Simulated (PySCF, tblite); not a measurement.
# C6H3F3: dynamics, then NMR shifts on frames

How do NMR shifts of C6H3F3 (`C#C[C@@H]1C=C1C(F)(F)F`) change as the atoms move?

Programs: tblite 0.8.0 and PySCF 2.14.0, with density-fitted response routines of our own. Each step states its level of theory. These are calculated values for one molecule in the gas phase, unless marked as measured. Atoms count from 0, in the outputs and in this text.

## (1) Starting geometry

12 atoms, charge 0, multiplicity 1; geometry from: GFN2-xTB.

Bonds of the start (Å): C0–C1 1.20, C1–C2 1.43, C2–C3 1.51, C3–C4 1.30, C4–C5 1.47, C5–F6 1.34, C5–F7 1.34, C5–F8 1.34, C4–C2 1.51, C0–H9 1.05, C2–H10 1.09, C3–H11 1.06.

## (2) A short Langevin run with GFN2-xTB

What the job is given:

```
{"job": {"kind": "md", "xc": "GFN2-xTB", "basis": "xTB", "temperature": 400, "steps": 2000, "every": 50, "frames": 5}, "charge": 0, "multiplicity": 1}
C     -2.761394     0.648018     0.337701
C     -1.792275     0.114588    -0.121938
C     -0.628474    -0.512110    -0.672267
C      0.174366    -1.484973     0.159281
C      0.714642    -0.312466    -0.004316
C      1.806672     0.637521     0.249504
F      1.409623     1.690607     0.982254
F      2.827068     0.068682     0.914170
F      2.321105     1.136029    -0.888269
H     -3.614896     1.112447     0.732766
H     -0.661966    -0.639667    -1.751237
H      0.206728    -2.459361     0.580455
```

Method: GFN2-xTB Langevin dynamics, gas phase.

The run is started by

```console
$ OMP_NUM_THREADS=1 python probes_run.py task.json out
```

This one command runs all jobs of the session in turn.

The program printed:

```text
t/fs     T/K      E/eV
    0.0   348.7   -773.07650
   25.0   247.1   -772.67353
   50.0   351.7   -772.50532
   75.0   404.8   -772.67986
  100.0   298.3   -772.74349
  125.0   229.9   -772.73169
  150.0   298.4   -772.87668
  175.0   275.2   -772.82828
  200.0   283.8   -772.76776
  225.0   321.8   -772.88220
  250.0   282.0   -772.59246
  275.0   446.8   -772.65305
  300.0   374.1   -772.57865
  325.0   446.0   -772.68644
  350.0   298.3   -772.26704
  375.0   451.6   -772.40708
  400.0   708.8   -772.69981
  425.0   414.5   -772.37951
  450.0   532.9   -772.41632
  475.0   625.1   -772.76179
  500.0   511.2   -772.61851
  525.0   350.6   -772.47806
  550.0   271.1   -772.26918
  575.0   391.8   -772.65662
  600.0   416.2   -772.63409
  625.0   343.5   -772.51361
  650.0   324.9   -772.50760
  675.0   475.6   -772.62579
  700.0   464.2   -772.63212
  725.0   522.6   -772.55237
  750.0   335.5   -772.45804
  775.0   408.6   -772.64588
  800.0   443.7   -772.62111
  825.0   378.0   -772.66508
  850.0   350.7   -772.64260
  875.0   387.9   -772.73632
  900.0   300.1   -772.66442
  925.0   386.2   -772.76672
  950.0   413.8   -772.56229
  975.0   336.5   -772.36821
 1000.0   380.7   -772.53285
```

Wall time 9.7 s (1 thread of Arm Neoverse V1, shared host); peak memory 0.18 GiB.

Distance from the start (root mean square after alignment): 0 fs 0.00 Å, 200 fs 0.23 Å, 400 fs 0.26 Å, 600 fs 0.38 Å, 800 fs 0.47 Å, 1000 fs 0.45 Å.

Positions (Å) and forces (eV/Å) at 1000 fs:

```xyz
12

C    -3.458    0.271    1.315    0.447    0.458   -0.075
C    -2.419   -0.155    0.858   -0.186    0.516   -0.627
C    -1.284   -0.718    0.099   -1.536    0.314   -0.011
C    -0.491   -1.793    0.749   -0.580   -2.924    0.873
C     0.142   -0.706    0.564    2.101    2.380   -0.254
C     1.459   -0.060    0.156   -2.293   -0.535    0.659
F     1.339    1.285    0.133    0.503   -0.661   -0.433
F     2.478   -0.405    0.902    0.736    0.157    0.806
F     1.713   -0.607   -1.038    0.297    0.721   -0.824
H    -4.290    0.840    1.743    1.073   -1.008   -0.464
H    -1.379   -0.805   -0.997   -0.620    0.188    0.529
H    -0.535   -2.787    1.160    0.060    0.395   -0.180
```

## (3) Shielding tensors: 250 fs, PBE0/pcSseg-1

What the job is given:

```
{"job": {"kind": "nmr", "xc": "PBE0", "basis": "pcSseg-1", "pop": false}, "charge": 0, "multiplicity": 1}
C     -3.053200     1.417200     0.409500
C     -2.160500     0.723300    -0.014900
C     -1.162700    -0.329200    -0.385500
C     -0.581000    -1.334900     0.481700
C      0.189800    -0.306400     0.394300
C      1.469200     0.376900     0.643300
F      1.440500     1.647200     1.084600
F      2.005300    -0.298800     1.654600
F      2.213300     0.421900    -0.440000
H     -3.719300     2.251400     0.459000
H     -1.090700    -0.413900    -1.462700
H     -0.632000    -2.324400     0.892800
```

Method: GIAO PBE0/pcSseg-1 NMR shielding, non-relativistic, gas phase.

The program printed:

```text
coarse grid: 11640 points
cycle   1  E = -528.9591720641  dE =  1.764e+00  |g| = 9.253e-01  |ddm| = 3.436e+00
cycle   2  E = -528.8077371353  dE =  1.514e-01  |g| = 1.372e+00  |ddm| = 1.418e+00
cycle   3  E = -529.1067792547  dE = -2.990e-01  |g| = 1.590e-01  |ddm| = 8.554e-01
cycle   4  E = -529.1113931463  dE = -4.614e-03  |g| = 8.106e-02  |ddm| = 2.059e-01
cycle   5  E = -529.1128565579  dE = -1.463e-03  |g| = 2.288e-02  |ddm| = 7.503e-02
cycle   6  E = -529.1129542047  dE = -9.765e-05  |g| = 8.433e-03  |ddm| = 2.164e-02
cycle   7  E = -529.1129705202  dE = -1.632e-05  |g| = 2.524e-03  |ddm| = 7.785e-03
cycle   8  E = -529.1129720627  dE = -1.542e-06  |g| = 3.632e-04  |ddm| = 2.761e-03
final grid: 118176 points
cycle   9  E = -529.1873212072  dE = -4.255e-05  |g| = 5.872e-03  |ddm| = 3.167e-02
cycle  10  E = -529.1873180481  dE =  3.159e-06  |g| = 7.535e-03  |ddm| = 1.259e-02
cycle  11  E = -529.1873286242  dE = -1.058e-05  |g| = 1.379e-03  |ddm| = 6.332e-03
cycle  12  E = -529.1873289903  dE = -3.661e-07  |g| = 5.901e-04  |ddm| = 1.296e-03
cycle  13  E = -529.1873290729  dE = -8.267e-08  |g| = 1.388e-04  |ddm| = 4.936e-04
cycle  14  E = -529.1873290768  dE = -3.843e-09  |g| = 2.312e-05  |ddm| = 1.359e-04
cycle  15  E = -529.1873290769  dE = -9.857e-11  |g| = 1.038e-05  |ddm| = 3.085e-05
converged SCF energy = -529.1873290769

GIAO shielding tensors (ppm)
atom      isotropic    diamagn.    paramagn.     s11        s22        s33       span
  0 C      114.219     263.262    -149.043     32.563     40.157    269.937    237.374
  1 C       87.169     261.985    -174.816    -13.630    -10.890    286.027    299.658
  2 C      167.590     246.674     -79.084    128.847    143.807    230.117    101.270
  3 C       66.819     254.154    -187.335    -65.772     97.709    168.519    234.291
  4 C       55.082     259.134    -204.051    -93.980     92.287    166.940    260.920
  5 C       58.654     237.824    -179.170     46.251     57.214     72.498     26.247
  6 F      245.121     472.319    -227.197    163.202    228.441    343.721    180.518
  7 F      239.500     471.895    -232.395    173.656    229.182    315.663    142.007
  8 F      256.030     472.487    -216.457    188.015    255.461    324.613    136.598
  9 H       29.549      31.259      -1.710     23.804     24.764     40.078     16.274
 10 H       29.233      28.383       0.850     22.891     27.603     37.204     14.312
 11 H       24.454      31.470      -7.016     20.940     23.796     28.626      7.686
```

Wall time 23 s (1 thread of Arm Neoverse V1, shared host); peak memory 0.74 GiB.

The references, computed at this level on geometries of the same kind, shield at (ppm): 1H TMS 31.72, 13C TMS 186.9, 19F CFCl3 170.9. Their shielding less the atom's gives the shift. The references are single molecules in the gas phase, so shifts against H2O, NH3, PH3, H3PO4 or CFCl3 are not on the usual liquid scales and can be off by tens of ppm. Each atom is listed at this fixed geometry, with no averaging over motion; a spectrum would average atoms that exchange fast.

```
atoms                               environment  σ (ppm)  δ (ppm)
   C4           fully substituted alkene carbon     55.1    131.8
   C5                                CF3 carbon     58.7    128.3
   C3                                 alkene CH     66.8    120.1
   C1                             alkyne carbon     87.2     99.8
   C0                    terminal alkyne carbon    114.2     72.7
   C2                three-membered-ring carbon    167.6     19.3
  H11                  hydrogen on an alkene CH    24.45     7.26
  H10  hydrogen on a three-membered-ring carbon    29.23     2.48
   H9      hydrogen on a terminal alkyne carbon    29.55     2.17
   F7                   fluorine of a CF3 group    239.5    -68.6
   F6                   fluorine of a CF3 group    245.1    -74.2
   F8                   fluorine of a CF3 group    256.0    -85.1
```

Ring of atoms C2, C3, C4: NICS(0) -30.9, NICS(1) -7.3, NICS(1)zz -14.5 ppm (means of both faces).

In rings of three or four atoms NICS is ruled by the nearby σ bonds, so it says little on aromaticity.

The fields below are evaluated on a grid from the run's orbitals.

Frontier orbitals at PBE0/pcSseg-1, with the share of their density that lies nearest to each atom:

```
orbital  energy (eV)                                   lies on
   HOMO        -7.74                 C0 39 %; C1 29 %; C4 11 %
   LUMO        -1.22  C3, C4 about 34 % each; H11 10 %; C5 6 %
```

ELF in a plane through or near 6 of the atoms.

Ten even steps from '0' (0.00) to '9' (1.00):
```
0000000000000000000000000000
0000000000000000000000000000
0000000000000000000000000000
0000000001100000000000000000
0000000024542100000000000000
0000000048687300011125630000
0000000018377300134379993000
0000000014752000467689996000
0000013451164301578429982000
0000014565696621646227630000
0000003441454433755876410000
0000001210377754555665300000
0000000000375478511222000000
0000000000157466310000000000
0000000000169952100000000000
0000000000058820000000000000
0000000000014400000000000000
0000000000000000000000000000
0000000000000000000000000000
0000000000000000000000000000
```
The map spans 12.6 Å across and 9.9 Å up, centred on the molecule. Atoms in the plane (x, y in Å): C0 (2.8, 0.6), C3 (-0.3, -1.4), C4 (-0.7, -0.3), C5 (-1.8, 0.7), F6 (-1.5, 2.0), H9 (3.7, 1.3).

On the surface of density 0.002 e/bohr³ the electrostatic potential runs, from the 1st to the 99th percentile, from -0.77 V near C0 to 1.52 V near H11.

## (4) NMR shieldings: 425 fs, PBE0/pcSseg-1

What the job is given:

```
{"job": {"kind": "nmr", "xc": "PBE0", "basis": "pcSseg-1", "pop": false}, "charge": 0, "multiplicity": 1}
C     -2.699800     1.360300     0.872400
C     -2.255500     0.437100     0.229100
C     -1.475100    -0.654700    -0.253000
C     -0.907000    -1.527700     0.802500
C     -0.080300    -0.523000     0.562200
C      1.218400     0.226300     0.644300
F      1.159000     1.556600     0.807300
F      1.958400    -0.212500     1.661500
F      1.960100     0.145100    -0.407900
H     -3.264600     2.232800     1.189800
H     -1.386700    -0.963800    -1.326700
H     -0.853700    -2.419000     1.384900
```

Level: GIAO PBE0/pcSseg-1 NMR shielding, non-relativistic, gas phase.

The program printed:

```text
coarse grid: 11640 points
cycle   1  E = -528.9404635391  dE =  1.737e+00  |g| = 9.365e-01  |ddm| = 3.418e+00
cycle   2  E = -528.7716148166  dE =  1.688e-01  |g| = 1.409e+00  |ddm| = 1.406e+00
cycle   3  E = -529.0896142909  dE = -3.180e-01  |g| = 1.860e-01  |ddm| = 8.720e-01
cycle   4  E = -529.0964880358  dE = -6.874e-03  |g| = 8.462e-02  |ddm| = 2.281e-01
cycle   5  E = -529.0981460009  dE = -1.658e-03  |g| = 1.965e-02  |ddm| = 7.567e-02
cycle   6  E = -529.0982262764  dE = -8.028e-05  |g| = 3.411e-03  |ddm| = 2.132e-02
cycle   7  E = -529.0982281696  dE = -1.893e-06  |g| = 1.632e-03  |ddm| = 4.147e-03
final grid: 118176 points
cycle   8  E = -529.1729637531  dE = -4.057e-05  |g| = 6.179e-03  |ddm| = 3.296e-02
cycle   9  E = -529.1729573741  dE =  6.379e-06  |g| = 8.692e-03  |ddm| = 1.228e-02
cycle  10  E = -529.1729713921  dE = -1.402e-05  |g| = 1.765e-03  |ddm| = 6.777e-03
cycle  11  E = -529.1729721205  dE = -7.284e-07  |g| = 5.413e-04  |ddm| = 1.854e-03
cycle  12  E = -529.1729721861  dE = -6.557e-08  |g| = 1.378e-04  |ddm| = 4.906e-04
cycle  13  E = -529.1729721890  dE = -2.945e-09  |g| = 5.719e-05  |ddm| = 1.281e-04
cycle  14  E = -529.1729721897  dE = -7.014e-10  |g| = 1.865e-05  |ddm| = 5.858e-05
converged SCF energy = -529.1729721897

GIAO shielding tensors (ppm)
atom      isotropic    diamagn.    paramagn.     s11        s22        s33       span
  0 C      111.942     257.892    -145.950     38.353     54.243    243.229    204.876
  1 C       88.166     263.307    -175.140    -27.366      0.499    291.366    318.732
  2 C      169.335     252.438     -83.103    130.595    144.240    233.170    102.575
  3 C       57.825     258.279    -200.454    -87.821     95.674    165.621    253.442
  4 C       39.533     259.714    -220.182   -129.504     82.981    165.121    294.625
  5 C       59.090     234.236    -175.146     51.347     55.764     70.160     18.813
  6 F      237.212     474.278    -237.066    155.138    212.797    343.699    188.561
  7 F      238.213     471.850    -233.637    167.438    217.401    329.800    162.362
  8 F      255.067     473.235    -218.168    197.403    250.005    317.794    120.390
  9 H       28.905      29.601      -0.696     23.940     24.471     38.305     14.365
 10 H       28.113      28.337      -0.224     22.692     25.286     36.360     13.668
 11 H       23.796      31.831      -8.035     18.599     23.836     28.955     10.356
```

Run time: 16 s. Hardware: 1 thread of Arm Neoverse V1, shared host; peak memory 0.77 GiB.

Key values: δ C4 147.4, C3 129.1, C5 127.8, C1 98.8, H11 7.92, H10 3.60 ppm.

[end of part 1 of 2]
